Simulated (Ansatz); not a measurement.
Run this with Ansatz 0.2.0 through its Python package and show what comes out.

The script, `run_cohesive.py`:
```python
"""Cohesive energy of LiCd from free atoms."""

from collections import Counter

import ansatz as az


def counts(outcome):
    return Counter(site.symbol for site in outcome.lattice.sites)

UNPAIRED = {"Li": 1, "Cd": 0}  # unpaired electrons of the free atoms


def ground_state(name, crystal):
    calc = (
        crystal.calculation()
        .functional("LDA")
        .basis(500)
        .kpoints(spacing=0.27)
        .occupations("fermi_dirac", width=0.02)
    )
    if name.endswith(" atom"):
        calc = calc.kpoints(1, 1, 1).occupations("fermi_dirac", width=0.01)
        if UNPAIRED[name.split()[0]]:
            calc = calc.spin("collinear")
        return calc.run(threads=1)
    calc = calc.relax(force_tolerance=0.02, cell=True)
    return calc.run(threads=1)

phases = {}
licd = (
    az.Lattice.from_parameters(4.712754, 4.712754, 4.712754, alpha=60.0, beta=60.0, gamma=60.0)
    .atom("Li", (0.25, 0.25, 0.25))
    .atom("Li", (0.0, 0.0, 0.0))
    .atom("Cd", (0.75, 0.75, 0.75))
    .atom("Cd", (0.5, 0.5, 0.5))
)
phases["LiCd"] = licd
# free atoms: a low-symmetry box, moments by the rule of Hund
for element, moment in UNPAIRED.items():
    phases[f"{element} atom"] = az.Lattice.orthorhombic(10.0, 10.5, 11.0).atom(element, (0.5, 0.5, 0.5), moment=moment or None)

done = {name: ground_state(name, crystal) for name, crystal in phases.items()}

for element in UNPAIRED:
    atom = done[f"{element} atom"].report
    print(f"{element} atom: {atom['energy_sigma0_ev']:.4f} eV, moment {atom['magnetization_mub']:.2f} muB")
solid = done["LiCd"]
n = counts(solid)
binding = (sum(k * done[f"{e} atom"].report["energy_sigma0_ev"] for e, k in n.items()) - solid.report["energy_sigma0_ev"]) / sum(n.values())
print(f"cohesive energy {binding:.3f} eV/atom = {96.4853 * binding:.0f} kJ/mol of atoms (no zero-point energy)")
```

Output of `python run_cohesive.py`:
```text
Li atom: -199.8515 eV, moment 1.00 muB
Cd atom: -8116.3663 eV, moment 0.00 muB
cohesive energy 1.952 eV/atom = 188 kJ/mol of atoms (no zero-point energy)
```

What to keep in mind:
- Total energies depend on the potentials; only differences at equal settings carry meaning.
- The magnetic order follows from the starting moments and needn't be the lowest.
- For the metals among these phases the mesh is modest: differences between phases can be off by up to 40 meV an atom.
- The cells come from databases of deposited and of computed structures, and not all need be stable phases.
- Free atoms in a box carry small image and symmetry errors, and spin-orbit coupling is left out.
- It ran for 26 s on 1 thread of Arm Neoverse V1, on a shared host, peak memory 0.84 GiB.
